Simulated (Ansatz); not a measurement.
**Nb2AlC: further runs on the relaxed cell**

This session takes Nb2AlC and sets out to fit an equation of state.

Computed with Ansatz 0.2.0 (DFT PBEsol, scalar-relativistic, plane waves, PAW, unless a step's input says otherwise).

1 further run of the same task is left out (set aside as unsound or not needed). Runs told in other sessions of the task aren't counted.

## Step 1: The structure to begin with

Symmetry: P6_3/mmc, No. 194, hexagonal system. The conventional cell has a = 3.090 Å, b = 3.090 Å, c = 13.851 Å, α = 90.00°, β = 90.00°, γ = 120.00°. Al (site symmetry -6m2) is surrounded by 6 Nb at 2.86 Å and 6 Al at 3.09 Å. Around Nb (site symmetry 3m) lie 3 C at 2.17 Å. C (site symmetry -3m) has 6 Nb at 2.17 Å in its first shell of neighbours.

Coordinates:

```
CELL_PARAMETERS angstrom
3.09041 0.00000 0.00000
-1.54521 2.67638 0.00000
0.00000 0.00000 13.85116
ATOMIC_POSITIONS crystal
Al 0.33333 0.66667 0.75000
Al 0.66667 0.33333 0.25000
Nb 0.33333 0.66667 0.08900
Nb 0.66667 0.33333 0.58900
Nb 0.66667 0.33333 0.91100
Nb 0.33333 0.66667 0.41100
C 0.00000 0.00000 0.00000
C 0.00000 0.00000 0.50000
```

It goes back to an entry of the Materials Project, which need not be the stable form.

This cell was relaxed beforehand with the same method: volume 14.32 Å³/atom, gap on the mesh none (metal).

## Step 2: Point at V/V0 = 0.97

Input file input.yaml:

```yaml
crystal:
  lattice:
    - [3.059194978, 0.0, 0.0]
    - [-1.529597489, 2.6493405661, 0.0]
    - [0.0, 0.0, 13.711234802]
  atoms:
    - { symbol: Al, position: [0.3333333333, 0.6666666667, 0.75] }
    - { symbol: Al, position: [0.6666666667, 0.3333333333, 0.25] }
    - { symbol: Nb, position: [0.3333333333, 0.6666666667, 0.0890011488] }
    - { symbol: Nb, position: [0.6666666667, 0.3333333333, 0.5890011488] }
    - { symbol: Nb, position: [0.6666666667, 0.3333333333, 0.9109988512] }
    - { symbol: Nb, position: [0.3333333333, 0.6666666667, 0.4109988512] }
    - { symbol: C, position: [0.0, 0.0, 0.0] }
    - { symbol: C, position: [0.0, 0.0, 0.5] }
basis:
  ecutwfc: 420
kpoints:
  mp_grid: { grid: [12, 12, 4] }
hamiltonian:
  xc: pbesol
scf:
  occupations: { method: gaussian, width: 0.1 }
output:
  forces: true
  stress: true
  eigenvalues: true
  write_density: true
  write_potential: true
  elf: true
  volumetric_format: npy
relax:
  adjacent_minimum: "off"
  f_tol: 0.01
  max_steps: 30
  cell: { stress_tol: 0.1, fix: [volume] }
```

Started as:

```sh
ansatz run input.yaml --threads 2 --pin off --max-ram 5120MiB --backend cpu --events-out ev --progress --plain --runs-dir out
```

## Step 3: Volume × 1.03

Changes to input.yaml since step 2:

```diff
@@ -2,5 +2,5 @@
   lattice:
-    - [3.059194978, 0.0, 0.0]
-    - [-1.529597489, 2.6493405661, 0.0]
-    - [0.0, 0.0, 13.711234802]
+    - [3.1210135521, 0.0, 0.0]
+    - [-1.5605067761, 2.7028770217, 0.0]
+    - [0.0, 0.0, 13.9883040934]
   atoms:
@@ -26,6 +26,2 @@
   eigenvalues: true
-  write_density: true
-  write_potential: true
-  elf: true
-  volumetric_format: npy
 relax:
```

## Step 4: The cell scaled to 0.94 of its volume

Input file input.yaml:

```yaml
crystal:
  lattice:
    - [3.0270354148, 0.0, 0.0]
    - [-1.5135177074, 2.6214895673, 0.0]
    - [0.0, 0.0, 13.5710046321]
  atoms:
    - { symbol: Al, position: [0.3333333333, 0.6666666667, 0.75] }
    - { symbol: Al, position: [0.6666666667, 0.3333333333, 0.25] }
    - { symbol: Nb, position: [0.3333333333, 0.6666666667, 0.0899667611] }
    - { symbol: Nb, position: [0.6666666667, 0.3333333333, 0.5899667611] }
    - { symbol: Nb, position: [0.6666666667, 0.3333333333, 0.9100332389] }
    - { symbol: Nb, position: [0.3333333333, 0.6666666667, 0.4100332389] }
    - { symbol: C, position: [0.0, 0.0, 0.0] }
    - { symbol: C, position: [0.0, 0.0, 0.5] }
basis:
  ecutwfc: 420
kpoints:
  mp_grid: { grid: [12, 12, 4] }
hamiltonian:
  xc: pbesol
scf:
  occupations: { method: gaussian, width: 0.1 }
output:
  forces: true
  stress: true
  eigenvalues: true
relax:
  adjacent_minimum: "off"
  f_tol: 0.01
  max_steps: 30
  cell: { stress_tol: 0.1, fix: [volume] }
```

## Step 5: Volume × 1.06

Input file input.yaml:

```yaml
crystal:
  lattice:
    - [3.1510234634, 0.0, 0.0]
    - [-1.5755117317, 2.7288663672, 0.0]
    - [0.0, 0.0, 14.1228302875]
  atoms:
    - { symbol: Al, position: [0.3333333333, 0.6666666667, 0.75] }
    - { symbol: Al, position: [0.6666666667, 0.3333333333, 0.25] }
    - { symbol: Nb, position: [0.3333333333, 0.6666666667, 0.0879978972] }
    - { symbol: Nb, position: [0.6666666667, 0.3333333333, 0.5879978972] }
    - { symbol: Nb, position: [0.6666666667, 0.3333333333, 0.9120021028] }
    - { symbol: Nb, position: [0.3333333333, 0.6666666667, 0.4120021028] }
    - { symbol: C, position: [0.0, 0.0, 0.0] }
    - { symbol: C, position: [0.0, 0.0, 0.5] }
basis:
  ecutwfc: 420
kpoints:
  mp_grid: { grid: [12, 12, 4] }
hamiltonian:
  xc: pbesol
scf:
  occupations: { method: gaussian, width: 0.1 }
output:
  forces: true
  stress: true
  eigenvalues: true
relax:
  adjacent_minimum: "off"
  f_tol: 0.01
  max_steps: 30
  cell: { stress_tol: 0.1, fix: [volume] }
```

## Step 6: Volume × 0.91

Input file input.yaml:

```yaml
crystal:
  lattice:
    - [2.9941105892, 0.0, 0.0]
    - [-1.4970552946, 2.592975832, 0.0]
    - [0.0, 0.0, 13.4284184801]
  atoms:
    - { symbol: Al, position: [0.3333333333, 0.6666666667, 0.75] }
    - { symbol: Al, position: [0.6666666667, 0.3333333333, 0.25] }
    - { symbol: Nb, position: [0.3333333333, 0.6666666667, 0.0908953466] }
    - { symbol: Nb, position: [0.6666666667, 0.3333333333, 0.5908953466] }
    - { symbol: Nb, position: [0.6666666667, 0.3333333333, 0.9091046534] }
    - { symbol: Nb, position: [0.3333333333, 0.6666666667, 0.4091046534] }
    - { symbol: C, position: [0.0, 0.0, 0.0] }
    - { symbol: C, position: [0.0, 0.0, 0.5] }
basis:
  ecutwfc: 420
kpoints:
  mp_grid: { grid: [12, 12, 4] }
hamiltonian:
  xc: pbesol
scf:
  occupations: { method: gaussian, width: 0.1 }
output:
  forces: true
  stress: true
  eigenvalues: true
relax:
  adjacent_minimum: "off"
  f_tol: 0.01
  max_steps: 30
  cell: { stress_tol: 0.1, fix: [volume] }
```

## Step 7: Point at V/V0 = 1.10

Input file input.yaml:

```yaml
crystal:
  lattice:
    - [3.1897877053, 0.0, 0.0]
    - [-1.5948938526, 2.7624371855, 0.0]
    - [0.0, 0.0, 14.3017201195]
  atoms:
    - { symbol: Al, position: [0.3333333333, 0.6666666667, 0.75] }
    - { symbol: Al, position: [0.6666666667, 0.3333333333, 0.25] }
    - { symbol: Nb, position: [0.3333333333, 0.6666666667, 0.0869391846] }
    - { symbol: Nb, position: [0.6666666667, 0.3333333333, 0.5869391846] }
    - { symbol: Nb, position: [0.6666666667, 0.3333333333, 0.9130608154] }
    - { symbol: Nb, position: [0.3333333333, 0.6666666667, 0.4130608154] }
    - { symbol: C, position: [0.0, 0.0, 0.0] }
    - { symbol: C, position: [0.0, 0.0, 0.5] }
basis:
  ecutwfc: 420
kpoints:
  mp_grid: { grid: [12, 12, 4] }
hamiltonian:
  xc: pbesol
scf:
  occupations: { method: gaussian, width: 0.1 }
output:
  forces: true
  stress: true
  eigenvalues: true
  write_density: true
  write_potential: true
  elf: true
  volumetric_format: npy
relax:
  adjacent_minimum: "off"
  f_tol: 0.01
  max_steps: 30
  cell: { stress_tol: 0.1, fix: [volume] }
```

## Step 8: Volume × 0.88

Input file input.yaml:

```yaml
crystal:
  lattice:
    - [2.9604412149, 0.0, 0.0]
    - [-1.4802206074, 2.5638172985, 0.0]
    - [0.0, 0.0, 13.2827787213]
  atoms:
    - { symbol: Al, position: [0.3333333333, 0.6666666667, 0.75] }
    - { symbol: Al, position: [0.6666666667, 0.3333333333, 0.25] }
    - { symbol: Nb, position: [0.3333333333, 0.6666666667, 0.0917951921] }
    - { symbol: Nb, position: [0.6666666667, 0.3333333333, 0.5917951921] }
    - { symbol: Nb, position: [0.6666666667, 0.3333333333, 0.9082048079] }
    - { symbol: Nb, position: [0.3333333333, 0.6666666667, 0.4082048079] }
    - { symbol: C, position: [0.0, 0.0, 0.0] }
    - { symbol: C, position: [0.0, 0.0, 0.5] }
basis:
  ecutwfc: 420
kpoints:
  mp_grid: { grid: [12, 12, 4] }
hamiltonian:
  xc: pbesol
scf:
  occupations: { method: gaussian, width: 0.1 }
output:
  forces: true
  stress: true
  eigenvalues: true
relax:
  adjacent_minimum: "off"
  f_tol: 0.01
  max_steps: 30
  cell: { stress_tol: 0.1, fix: [volume] }
```

(Steps that only read results are left out.)

**Question.** What will these runs give? Wanted: equilibrium volume of the fit; bulk modulus.

As calculated:

| quantity | value |
| --- | --- |
| equilibrium volume of the fit | 14.32 Å³/atom |
| bulk modulus | 186 GPa |
| its pressure derivative | 4.5 |

The fit puts the minimum at 14.32 Å³/atom with B = 186 GPa and B' = 4.5.
